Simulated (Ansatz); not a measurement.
# H4RuCl: the cost of one run

Program: Ansatz 0.2.0. Level of theory: DFT PBE, scalar-relativistic, plane waves, PAW. These are calculated values, not measurements.

## (1) The system as given

It takes space group P4/mmm (No. 123, tetragonal). The conventional cell has a = 3.837 Å, b = 3.837 Å, c = 5.438 Å, α = 90.00°, β = 90.00°, γ = 90.00°. Around H (site symmetry 2mm) lie 2 Cl at 2.33 Å and 2 Ru at 2.37 Å and 6 H at 2.65 to 2.79 Å. Ru (site symmetry 4/mmm) has 8 H at 2.37 Å as nearest neighbours. Around Cl (site symmetry 4/mmm) lie 8 H at 2.33 Å.

As a file:

```cif
data_structure
_symmetry_space_group_name_H-M 'P4/mmm'
_symmetry_Int_Tables_number 123
_cell_length_a 3.8366
_cell_length_b 3.8366
_cell_length_c 5.4375
_cell_angle_alpha 90.000
_cell_angle_beta 90.000
_cell_angle_gamma 90.000
_cell_volume 80.04
loop_
_atom_site_label
_atom_site_type_symbol
_atom_site_symmetry_multiplicity
_atom_site_Wyckoff_symbol
_atom_site_fract_x
_atom_site_fract_y
_atom_site_fract_z
_atom_site_occupancy
H1 H 4 i 0.50000 0.00000 0.75658 1
Ru1 Ru 1 d 0.50000 0.50000 0.50000 1
Cl1 Cl 1 a 0.00000 0.00000 0.00000 1
```

Recipe of the guess: species swapped into a database cell of Na4SeS (P4/mmm, No. 123), with H on the Na sites, Ru on the Se sites and Cl on the S sites. Lengths come from tabulated atomic sizes and are only a guess.

## (2) A first look at the guess

Contents of input.yaml:

```yaml
crystal:
  lattice:
    - [3.83664929, 0.0, 0.0]
    - [0.0, 3.83664929, 0.0]
    - [0.0, 0.0, 5.43750311]
  atoms:
    - { symbol: H, position: [0.5, 0.0, 0.75658] }
    - { symbol: H, position: [0.0, 0.5, 0.24342] }
    - { symbol: H, position: [0.5, 0.0, 0.24342] }
    - { symbol: H, position: [0.0, 0.5, 0.75658] }
    - { symbol: Ru, position: [0.5, 0.5, 0.5], spin: 1.0 }
    - { symbol: Cl, position: [0.0, 0.0, 0.0] }
basis:
  ecutwfc: 420
kpoints:
  mp_grid: { grid: [4, 4, 4] }
hamiltonian:
  xc: pbe
scf:
  occupations: { method: gaussian, width: 0.1 }
  lower_state_search: "off"
output:
  forces: true
  stress: true
  eigenvalues: true
  populations: true
magnetization:
  spin_polarized: true
```

Command:

```
ansatz run input.yaml --threads 1 --pin off --max-ram 2560MiB --backend cpu --events-out ev --progress --plain --runs-dir out
```

**Question.** How long does this run take on 1 thread of Arm Neoverse V2, shared host, and how much memory does it need?

About 6.6 s, with a peak of 0.34 GiB.
